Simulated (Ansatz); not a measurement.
## GeH4OSe, SMILES [OH][GeH2][SeH]: a relaxed scan of one distance, step by step

Program: the Ansatz DFT code, driven from Python.

Contents of `geh4ose.xyz`:
```text
7

O    -1.28650   -0.45260   -0.79360
Ge   -0.17900    0.55000    0.15940
Se    1.61550   -0.80400    0.76190
H    -1.53880   -1.13080   -0.20510
H     0.33660    1.74050   -0.70290
H    -0.87870    1.09970    1.43420
H     1.99220   -1.07080   -0.69960
```

Typed at the interpreter:
```pycon
>>> import ansatz as az
>>> import numpy as np
>>> geh4ose = az.Crystal.molecule_from_extxyz("geh4ose.xyz")
>>> base = (
...     geh4ose.calculation()
...     .basis(gaussian="def2-SVP")
...     .functional("b3lyp")
... )
>>> symbols = [site.symbol for site in geh4ose.cartesian_sites]
>>> pairs = [(0, 1), (0, 3), (1, 2), (1, 4), (1, 5), (2, 6)]
>>> print("held (A)   E (eV)        ", "  ".join(f"{symbols[i]}{i}-{symbols[j]}{j}" for i, j in pairs))
held (A)   E (eV)         O0-Ge1  O0-H3  Ge1-Se2  Ge1-H4  Ge1-H5  Se2-H6
>>> for length in [0.86, 0.93, 1.01, 1.12, 1.26]:
...     data = base.relax(constraints=[az.DistanceConstraint((0, 3), at=length)], force_tolerance=0.02, max_steps=60).run(threads=1).report
...     xyz = np.array(data["positions_ang"])
...     print(f"{length:6.2f} {data['free_energy_ev']:14.5f}  ", "  ".join(f"{np.linalg.norm(xyz[i] - xyz[j]):.3f}" for i, j in pairs))
...
DeckWarning: relax.constraints: the input's atoms, or those drawn, lie off the distances that are held; a relaxation that starts there is brought onto them ahead of its first SCF, by positions alone, an atom by 3.64e-2 Å at the most. With the symmetry detection on, the symmetry is detected on the input's atoms as so brought (as typed, where only the drawn atoms reach the distances), and notices that speak of the structure as typed mean those atoms
  0.86  -123966.30995   1.784  0.860  2.378  1.534  1.544  1.476
  0.93  -123966.65093   1.787  0.930  2.379  1.535  1.544  1.476
  1.01  -123966.64677   1.790  1.010  2.379  1.536  1.544  1.476
  1.12  -123966.26483   1.793  1.120  2.378  1.537  1.544  1.476
  1.26  -123965.50743   1.795  1.260  2.378  1.537  1.545  1.476
```

What to keep in mind:
- Total energies depend on the basis set; only differences at equal settings carry meaning.
- Warnings are shown shortened and without file and line.
- The energies are electronic: no zero-point or thermal terms, and the basis set is short of its limit.
- b3lyp holds the VWN-RPA fit, as in Gaussian; the form of ORCA and Turbomole is b3lyp5.
- Wall time of the script: 2.9 min on 1 thread of Arm Neoverse V1, on a shared host, peak memory 0.3 GiB.
